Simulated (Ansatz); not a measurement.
# AlFH₂N radical + SiH₄O + H₂O: a complex and its separated parts, part 2 of 3

Ansatz 0.2.0, Gaussian basis.

### 11 B3LYP-D4/def2-TZVPP

The inputs:

parta/in.yaml

```yaml
crystal:
  periodic: [false, false, false]
  atoms:
    - {symbol: Al, position_ang: [-1.480155, 0.904697, -0.433582]}
    - {symbol: F, position_ang: [-1.531738, -0.006450, -1.817152]}
    - {symbol: N, position_ang: [-0.310144, 2.225575, -0.374231]}
    - {symbol: H, position_ang: [-0.183983, 2.846909, 0.407606]}
    - {symbol: H, position_ang: [0.323090, 2.457160, -1.124636]}
basis:
  gaussian: {orbitals: def2-TZVPP}
magnetization: {spin_polarized: true, initial_magnetization: 1}
hamiltonian: {xc: {name: B3LYP}, dispersion: d4}
```

partb/in.yaml

```yaml
crystal:
  periodic: [false, false, false]
  atoms:
    - {symbol: O, position_ang: [-0.382463, -0.696357, 0.413477]}
    - {symbol: Si, position_ang: [-0.325620, -2.211850, -0.231071]}
    - {symbol: H, position_ang: [0.445387, -0.284473, 0.662272]}
    - {symbol: H, position_ang: [0.286458, -3.187482, 0.712607]}
    - {symbol: H, position_ang: [-1.730717, -2.589738, -0.504417]}
    - {symbol: H, position_ang: [0.461288, -2.242947, -1.494715]}
basis:
  gaussian: {orbitals: def2-TZVPP}
hamiltonian: {xc: {name: B3LYP}, dispersion: d4}
```

partc/in.yaml

```yaml
crystal:
  periodic: [false, false, false]
  atoms:
    - {symbol: H, position_ang: [1.111386, 1.339469, 0.699450]}
    - {symbol: O, position_ang: [1.588753, 0.600914, 1.083391]}
    - {symbol: H, position_ang: [1.728661, 0.844673, 2.000902]}
basis:
  gaussian: {orbitals: def2-TZVPP}
hamiltonian: {xc: {name: B3LYP}, dispersion: d4}
```

One command serves all of them, each in its own folder.

The run is started by

```bash
$ ansatz run in.yaml --threads 4 --pin off --events-out ev --progress --plain --max-ram 66560MiB --backend cpu
```

parta printed, shortened:

```text
Functional definition: B3LYP
  name "B3LYP"
  cite "Stephens, Devlin, Chabalowski & Frisch, J. Phys. Chem. 98, 11623 (1994) doi:10.1021/j100096a001"
  cite "Becke, Phys. Rev. A 38, 3098 (1988) doi:10.1103/PhysRevA.38.3098"
  cite "Lee, Yang & Parr, Phys. Rev. B 37, 785 (1988) doi:10.1103/PhysRevB.37.785"
  cite "Vosko, Wilk & Nusair, Can. J. Phys. 58, 1200 (1980) doi:10.1139/p80-159"
[...]
722 factors; their error is unknown
[...]
mean field -10841.15946156 eV, -398.4052618106 hartree, gradient 5.4e-5 eV, S^2 0.751252; 0 other end points of the search recorded, 0 dependent functions left out
reference -10841.15966887 eV, -398.4052694291 hartree; 16, 15 occupied and 116, 117 virtual orbitals, 722 factors
Total energy: -10841.26942290 eV, -398.4093028152 hartree
```

partb printed, shortened:

```text
[... 6 set-up lines as earlier in the session ...]
[...]
678 factors; their error is unknown
[...]
mean field -9992.74275889 eV, -367.2265230648 hartree, gradient 2.1e-5 eV, S^2 0.000000; 0 other end points of the search recorded, 0 dependent functions left out
reference -9992.74296872 eV, -367.2265307762 hartree; 13, 13 occupied and 116, 116 virtual orbitals, 678 factors
Total energy: -9992.84765781 eV, -367.2303780292 hartree
```

Log of partc, shortened:

```text
[... 6 set-up lines as earlier in the session ...]
[...]
269 factors; their error is unknown
[...]
mean field -2080.76396040 eV, -76.4666651524 hartree, gradient 1.3e-5 eV, S^2 0.000000; 0 other end points of the search recorded, 0 dependent functions left out
reference -2080.76409877 eV, -76.4666702371 hartree; 5, 5 occupied and 54, 54 virtual orbitals, 269 factors
Total energy: -2080.77252490 eV, -76.4669798917 hartree
```

They took 0.95 s (parta), 0.6 s (partb), 0.2 s (partc) on 4 threads of AMD EPYC 7R13, shared host.

### 12 r2SCAN0-D4/def2-TZVPP

Each input of step 11 (parta, partb, partc) changes in the same lines:

```diff
-hamiltonian: {xc: {name: B3LYP}, dispersion: d4}
+hamiltonian: {xc: {name: r2SCAN0}, dispersion: d4}
```

The same command starts each run, in its folder.

The run is started by

```bash
$ ansatz run in.yaml --threads 4 --pin off --events-out ev --progress --plain --max-ram 66560MiB --backend cpu
```

Output in parta, shortened:

```text
Functional definition: r2SCAN0
  name "r2SCAN0"
  cite "Bursch, Neugebauer, Ehlert & Grimme, J. Chem. Phys. 156, 134105 (2022) doi:10.1063/5.0086040"
[... 3 set-up lines as earlier in the session ...]
[...]
729 factors; their error is unknown
[...]
mean field -10837.14194780 eV, -398.2576209031 hartree, gradient 4.4e-5 eV, S^2 0.752185; 0 other end points of the search recorded, 0 dependent functions left out
reference -10837.14195920 eV, -398.2576213220 hartree; 16, 15 occupied and 116, 117 virtual orbitals, 729 factors
Total energy: -10837.15946063 eV, -398.2582644876 hartree
```

Output in partb, shortened:

```text
[... 6 set-up lines as earlier in the session ...]
[...]
678 factors; their error is unknown
[...]
mean field -9989.76145923 eV, -367.1169623233 hartree, gradient 1.4e-5 eV, S^2 0.000000; 0 other end points of the search recorded, 0 dependent functions left out
reference -9989.76146751 eV, -367.1169626275 hartree; 13, 13 occupied and 116, 116 virtual orbitals, 678 factors
Total energy: -9989.77849518 eV, -367.1175883829 hartree
```

Log of partc, shortened:

```text
[... 6 set-up lines as earlier in the session ...]
[...]
269 factors; their error is unknown
[...]
mean field -2079.27471379 eV, -76.4119363488 hartree, gradient 2.0e-5 eV, S^2 0.000000; 0 other end points of the search recorded, 0 dependent functions left out
reference -2079.27471789 eV, -76.4119364995 hartree; 5, 5 occupied and 54, 54 virtual orbitals, 269 factors
Total energy: -2079.27612206 eV, -76.4119881016 hartree
```

They took 2 s (parta), 1 s (partb), 0.35 s (partc) on 4 threads of AMD EPYC 7R13, shared host.

### 13 BHLYP-D4/def2-TZVPP

The same edit goes into each in.yaml of step 12 (parta, partb, partc):

```diff
-hamiltonian: {xc: {name: r2SCAN0}, dispersion: d4}
+hamiltonian: {xc: {name: BHLYP}, dispersion: d4}
```

The same command starts each run, in its folder.

The run is started by

```bash
$ ansatz run in.yaml --threads 4 --pin off --events-out ev --progress --plain --max-ram 66560MiB --backend cpu
```

Output in parta, shortened:

```text
Functional definition: BHLYP
  name "BHLYP"
  cite "Becke, J. Chem. Phys. 98, 1372 (1993) doi:10.1063/1.464304"
[... 2 set-up lines as earlier in the session ...]
[...]
767 factors; their error is unknown
[...]
mean field -10838.70175484 eV, -398.3149427546 hartree, gradient 3.0e-5 eV, S^2 0.751358; 0 other end points of the search recorded, 0 dependent functions left out
reference -10838.70189497 eV, -398.3149479040 hartree; 16, 15 occupied and 116, 117 virtual orbitals, 767 factors
Total energy: -10838.78833104 eV, -398.3181243711 hartree
```

Output in partb, shortened:

```text
[... 5 set-up lines as earlier in the session ...]
[...]
723 factors; their error is unknown
[...]
mean field -9991.01756302 eV, -367.1631232859 hartree, gradient 3.1e-5 eV, S^2 0.000000; 0 other end points of the search recorded, 0 dependent functions left out
reference -9991.01770468 eV, -367.1631284918 hartree; 13, 13 occupied and 116, 116 virtual orbitals, 723 factors
Total energy: -9991.09249658 eV, -367.1658770437 hartree
```

partc printed, shortened:

```text
[... 5 set-up lines as earlier in the session ...]
[...]
295 factors; their error is unknown
[...]
mean field -2079.57890934 eV, -76.4231153292 hartree, gradient 2.0e-5 eV, S^2 0.000000; 0 other end points of the search recorded, 0 dependent functions left out
reference -2079.57900014 eV, -76.4231186658 hartree; 5, 5 occupied and 54, 54 virtual orbitals, 295 factors
Total energy: -2079.58395199 eV, -76.4233006431 hartree
```

Times: 1.1 s (parta), 0.55 s (partb), 0.2 s (partc) on 4 threads of AMD EPYC 7R13, shared host.

### 14 CAM-B3LYP-D4/def2-TZVPP

The same edit goes into each in.yaml of step 13 (parta, partb, partc):

```diff
-hamiltonian: {xc: {name: BHLYP}, dispersion: d4}
+hamiltonian: {xc: {name: CAM-B3LYP}, dispersion: d4}
```

Each run has its own folder and the same command.

The run is started by

```bash
$ ansatz run in.yaml --threads 4 --pin off --events-out ev --progress --plain --max-ram 66560MiB --backend cpu
```

Output in parta, shortened:

```text
Functional definition: CAM-B3LYP
  name "CAM-B3LYP"
  cite "Yanai, Tew & Handy, Chem. Phys. Lett. 393, 51 (2004) doi:10.1016/j.cplett.2004.06.011"
  cite "Iikura, Tsuneda, Yanai & Hirao, J. Chem. Phys. 115, 3540 (2001) doi:10.1063/1.1383587"
[... 2 set-up lines as earlier in the session ...]
[...]
  # Exact exchange under (alpha + beta erf(omega r))/r, Becke's under what is left of 1/r.
[...]
717 factors; their error is unknown
180 factors; integrals over basis functions are off by at most 1.4e-5 eV
[...]
mean field -10839.42661097 eV, -398.3415807260 hartree, gradient 1.7e-5 eV, S^2 0.751198; 0 other end points of the search recorded, 0 dependent functions left out
reference -10839.42671150 eV, -398.3415844202 hartree; 16, 15 occupied and 116, 117 virtual orbitals, 717 factors
Total energy: -10839.48292682 eV, -398.3436502951 hartree
```

Output in partb, shortened:

```text
[... 6 set-up lines as earlier in the session ...]
[...]
  # Exact exchange under (alpha + beta erf(omega r))/r, Becke's under what is left of 1/r.
[...]
678 factors; their error is unknown
177 factors; integrals over basis functions are off by at most 1.4e-5 eV
[...]
mean field -9991.52637382 eV, -367.1818217379 hartree, gradient 8.3e-5 eV, S^2 0.000000; 0 other end points of the search recorded, 0 dependent functions left out
reference -9991.52647576 eV, -367.1818254841 hartree; 13, 13 occupied and 116, 116 virtual orbitals, 678 factors
Total energy: -9991.57918089 eV, -367.1837623620 hartree
```

Log of partc, shortened:

```text
[... 6 set-up lines as earlier in the session ...]
[...]
  # Exact exchange under (alpha + beta erf(omega r))/r, Becke's under what is left of 1/r.
[...]
269 factors; their error is unknown
72 factors; integrals over basis functions are off by at most 2.4e-5 eV
[...]
mean field -2079.99968284 eV, -76.4385784700 hartree, gradient 1.1e-5 eV, S^2 0.000000; 0 other end points of the search recorded, 0 dependent functions left out
reference -2079.99975027 eV, -76.4385809480 hartree; 5, 5 occupied and 54, 54 virtual orbitals, 269 factors
Total energy: -2080.00381627 eV, -76.4387303706 hartree
```

They took 1.3 s (parta), 0.6 s (partb), 0.26 s (partc) on 4 threads of AMD EPYC 7R13, shared host.

### 15 wB97X-V/def2-TZVPP

The same edit goes into each in.yaml of step 14 (parta, partb, partc):

```diff
-hamiltonian: {xc: {name: CAM-B3LYP}, dispersion: d4}
+hamiltonian: {xc: {name: wB97X-V}}
```

One command serves all of them, each in its own folder.

The run is started by

```bash
$ ansatz run in.yaml --threads 4 --pin off --events-out ev --progress --plain --max-ram 66560MiB --backend cpu
```

Log of parta, shortened:

```text
Functional definition: wB97X-V
  name "wB97X-V"
  cite "Mardirossian & Head-Gordon, Phys. Chem. Chem. Phys. 16, 9904 (2014) doi:10.1039/C3CP54374A"
[... 2 set-up lines as earlier in the session ...]
[...]
      + integral(e_c_pw_opposite_spin*poly(b97_u_opposite, cos0, cos1)) + vv10(b, c)
717 factors; their error is unknown
162 factors; integrals over basis functions are off by at most 1.3e-5 eV
[...]
mean field -10837.79224230 eV, -398.2815187851 hartree, gradient 3.0e-5 eV, S^2 0.751119; 0 other end points of the search recorded, 0 dependent functions left out
reference -10837.79224176 eV, -398.2815187651 hartree; 16, 15 occupied and 116, 117 virtual orbitals, 717 factors
Total energy: -10837.79224176 eV, -398.2815187651 hartree
```

partb printed, shortened:

```text
[... 5 set-up lines as earlier in the session ...]
[...]
      + integral(e_c_pw_opposite_spin*poly(b97_u_opposite, cos0, cos1)) + vv10(b, c)
678 factors; their error is unknown
163 factors; integrals over basis functions are off by at most 1.4e-5 eV
[...]
mean field -9989.99701012 eV, -367.1256186588 hartree, gradient 4.8e-5 eV, S^2 0.000000; 0 other end points of the search recorded, 0 dependent functions left out
reference -9989.99700840 eV, -367.1256185954 hartree; 13, 13 occupied and 116, 116 virtual orbitals, 678 factors
Total energy: -9989.99700840 eV, -367.1256185954 hartree
```

Output in partc, shortened:

```text
[... 5 set-up lines as earlier in the session ...]
[...]
      + integral(e_c_pw_opposite_spin*poly(b97_u_opposite, cos0, cos1)) + vv10(b, c)
269 factors; their error is unknown
69 factors; integrals over basis functions are off by at most 2.2e-5 eV
[...]
mean field -2079.88767419 eV, -76.4344622280 hartree, gradient 2.2e-5 eV, S^2 0.000000; 0 other end points of the search recorded, 0 dependent functions left out
reference -2079.88767330 eV, -76.4344621951 hartree; 5, 5 occupied and 54, 54 virtual orbitals, 269 factors
Total energy: -2079.88767330 eV, -76.4344621951 hartree
```

Wall times: 2.9 s (parta), 1.4 s (partb), 0.36 s (partc) on 4 threads of AMD EPYC 7R13, shared host.

### 16 wB97M-V/def2-TZVPP

Each input of step 15 (parta, partb, partc) changes in the same lines:

```diff
-hamiltonian: {xc: {name: wB97X-V}}
+hamiltonian: {xc: {name: wB97M-V}}
```

Each run has its own folder and the same command.

The run is started by

```bash
$ ansatz run in.yaml --threads 4 --pin off --events-out ev --progress --plain --max-ram 66560MiB --backend cpu
```

parta printed, shortened:

```text
Functional definition: wB97M-V
  name "wB97M-V"
  cite "Mardirossian & Head-Gordon, J. Chem. Phys. 144, 214110 (2016) doi:10.1063/1.4952647"
[... 2 set-up lines as earlier in the session ...]
  # Of w^i u^j: cxij and so on, Table III.
[...]
  gx(w, u) = 1 - cx + cx01*u + cx10*w
[...]
      + integral(e_c_pw_mod_opposite_spin*gos(b97_w_opposite, b97_u_opposite)) + vv10(b, c)
701 factors; their error is unknown
162 factors; integrals over basis functions are off by at most 1.3e-5 eV
[...]
mean field -10838.69434952 eV, -398.3146706140 hartree, gradient 3.0e-5 eV, S^2 0.750808; 0 other end points of the search recorded, 0 dependent functions left out
reference -10838.69438991 eV, -398.3146720981 hartree; 16, 15 occupied and 116, 117 virtual orbitals, 701 factors
Total energy: -10838.69438991 eV, -398.3146720981 hartree
```

partb printed, shortened:

```text
[... 5 set-up lines as earlier in the session ...]
  # Of w^i u^j: cxij and so on, Table III.
[...]
  gx(w, u) = 1 - cx + cx01*u + cx10*w
[...]
      + integral(e_c_pw_mod_opposite_spin*gos(b97_w_opposite, b97_u_opposite)) + vv10(b, c)
678 factors; their error is unknown
163 factors; integrals over basis functions are off by at most 1.4e-5 eV
[...]
mean field -9990.45388813 eV, -367.1424086159 hartree, gradient 4.2e-5 eV, S^2 0.000000; 0 other end points of the search recorded, 0 dependent functions left out
reference -9990.45393029 eV, -367.1424101654 hartree; 13, 13 occupied and 116, 116 virtual orbitals, 678 factors
Total energy: -9990.45393029 eV, -367.1424101654 hartree
```

partc printed, shortened:

```text
[... 5 set-up lines as earlier in the session ...]
  # Of w^i u^j: cxij and so on, Table III.
[...]
  gx(w, u) = 1 - cx + cx01*u + cx10*w
[...]
      + integral(e_c_pw_mod_opposite_spin*gos(b97_w_opposite, b97_u_opposite)) + vv10(b, c)
269 factors; their error is unknown
69 factors; integrals over basis functions are off by at most 2.2e-5 eV
[...]
mean field -2079.85938624 eV, -76.4334226651 hartree, gradient 2.8e-5 eV, S^2 0.000000; 0 other end points of the search recorded, 0 dependent functions left out
reference -2079.85940825 eV, -76.4334234740 hartree; 5, 5 occupied and 54, 54 virtual orbitals, 269 factors
Total energy: -2079.85940825 eV, -76.4334234740 hartree
```

Times: 3.1 s (parta), 1.6 s (partb), 0.36 s (partc) on 4 threads of AMD EPYC 7R13, shared host.

### 17 B2PLYP/def2-TZVPP

Each input of step 16 (parta, partb, partc) changes in the same lines:

```diff
-hamiltonian: {xc: {name: wB97M-V}}
+hamiltonian: {xc: {name: B2PLYP}}
```

Each run has its own folder and the same command.

The run is started by

```bash
$ ansatz run in.yaml --threads 4 --pin off --events-out ev --progress --plain --max-ram 66560MiB --backend cpu
```

Output in parta, shortened:

```text
Functional definition: B2PLYP
  name "B2PLYP"
  cite "Grimme, J. Chem. Phys. 124, 034108 (2006) doi:10.1063/1.2148954"
[... 2 set-up lines as earlier in the session ...]
[...]
809 factors; integrals over basis functions are off by at most 9.4e-4 eV
[...]
mean field -10830.19501452 eV, -398.0023258136 hartree, gradient 6.7e-6 eV, S^2 0.751602; 1 other end points of the search recorded, 0 dependent functions left out
7 core orbitals not correlated: weight in the atoms' cores, before any rotation towards them, 1.000 or more for the frozen orbitals, at most 0.000 for the correlated occupied ones
reference -10830.19514589 eV, -398.0023306416 hartree; 9, 8 occupied and 116, 117 virtual orbitals, 809 factors
second order -17.07088260 eV of doubles, -0.00000000 eV of singles
Total energy: -10834.80428419 eV, -398.1717133500 hartree
```

partb printed, shortened:

```text
[... 5 set-up lines as earlier in the session ...]
[...]
746 factors; integrals over basis functions are off by at most 8.2e-4 eV
[...]
mean field -9983.99669190 eV, -366.9051110312 hartree, gradient 2.8e-6 eV, S^2 0.000000; 0 other end points of the search recorded, 0 dependent functions left out
6 core orbitals not correlated: weight in the atoms' cores, before any rotation towards them, 1.000 or more for the frozen orbitals, at most 0.000 for the correlated occupied ones
reference -9983.99682416 eV, -366.9051158918 hartree; 7, 7 occupied and 116, 116 virtual orbitals, 746 factors
second order -12.31561010 eV of doubles, -0.00000000 eV of singles
Total energy: -9987.32203889 eV, -367.0273152791 hartree
```

Output in partc, shortened:

```text
[... 5 set-up lines as earlier in the session ...]
[...]
361 factors; integrals over basis functions are off by at most 8.6e-4 eV
[...]
mean field -2077.03828116 eV, -76.3297489654 hartree, gradient 1.3e-6 eV, S^2 0.000000; 0 other end points of the search recorded, 0 dependent functions left out
1 core orbitals not correlated: weight in the atoms' cores, before any rotation towards them, 1.000 or more for the frozen orbitals, at most 0.000 for the correlated occupied ones
reference -2077.03836618 eV, -76.3297520901 hartree; 4, 4 occupied and 54, 54 virtual orbitals, 361 factors
second order -8.41874008 eV of doubles, -0.00000000 eV of singles
Total energy: -2079.31142600 eV, -76.4132854978 hartree
```

Times: 2.6 s (parta), 1.2 s (partb), 0.41 s (partc) on 4 threads of AMD EPYC 7R13, shared host.

### 18 PBE-QIDH/def2-TZVPP

The same edit goes into each in.yaml of step 17 (parta, partb, partc):

```diff
-hamiltonian: {xc: {name: B2PLYP}}
+hamiltonian: {xc: {name: PBE-QIDH}}
```

Each run has its own folder and the same command.

The run is started by

```bash
$ ansatz run in.yaml --threads 4 --pin off --events-out ev --progress --plain --max-ram 66560MiB --backend cpu
```

Output in parta, shortened:

```text
Functional definition: PBE-QIDH
  name "PBE-QIDH"
  cite "Brémond, Sancho-García, Pérez-Jiménez & Adamo, J. Chem. Phys. 141, 031101 (2014) doi:10.1063/1.4890314"
[... 1 set-up line as earlier in the session ...]
[...]
809 factors; integrals over basis functions are off by at most 9.4e-4 eV
[...]
mean field -10824.81579368 eV, -397.8046430941 hartree, gradient 3.5e-6 eV, S^2 0.751838; 0 other end points of the search recorded, 0 dependent functions left out
7 core orbitals not correlated: weight in the atoms' cores, before any rotation towards them, 1.000 or more for the frozen orbitals, at most 0.000 for the correlated occupied ones
reference -10824.81580535 eV, -397.8046435230 hartree; 9, 8 occupied and 116, 117 virtual orbitals, 809 factors
second order -15.86837210 eV of doubles, -0.00000000 eV of singles
Total energy: -10830.10526272 eV, -397.9990274958 hartree
```

partb printed, shortened:

```text
[... 4 set-up lines as earlier in the session ...]
[...]
746 factors; integrals over basis functions are off by at most 8.2e-4 eV
[...]
mean field -9979.98622373 eV, -366.7577290446 hartree, gradient 3.7e-6 eV, S^2 0.000000; 0 other end points of the search recorded, 0 dependent functions left out
6 core orbitals not correlated: weight in the atoms' cores, before any rotation towards them, 1.000 or more for the frozen orbitals, at most 0.000 for the correlated occupied ones
reference -9979.98623397 eV, -366.7577294207 hartree; 7, 7 occupied and 116, 116 virtual orbitals, 746 factors
second order -11.46621181 eV of doubles, -0.00000000 eV of singles
Total energy: -9983.80830457 eV, -366.8981879246 hartree
```

Output in partc, shortened:

```text
[... 4 set-up lines as earlier in the session ...]
[...]
361 factors; integrals over basis functions are off by at most 8.6e-4 eV
[...]
mean field -2075.58435866 eV, -76.2763182993 hartree, gradient 2.3e-6 eV, S^2 0.000000; 0 other end points of the search recorded, 0 dependent functions left out
1 core orbitals not correlated: weight in the atoms' cores, before any rotation towards them, 1.000 or more for the frozen orbitals, at most 0.000 for the correlated occupied ones
reference -2075.58436415 eV, -76.2763185011 hartree; 4, 4 occupied and 54, 54 virtual orbitals, 361 factors
second order -7.85900579 eV of doubles, -0.00000000 eV of singles
Total energy: -2078.20403275 eV, -76.3725895463 hartree
```

They took 1.9 s (parta), 1.1 s (partb), 0.41 s (partc) on 4 threads of AMD EPYC 7R13, shared host.

(Continued in part 3 of 3.)
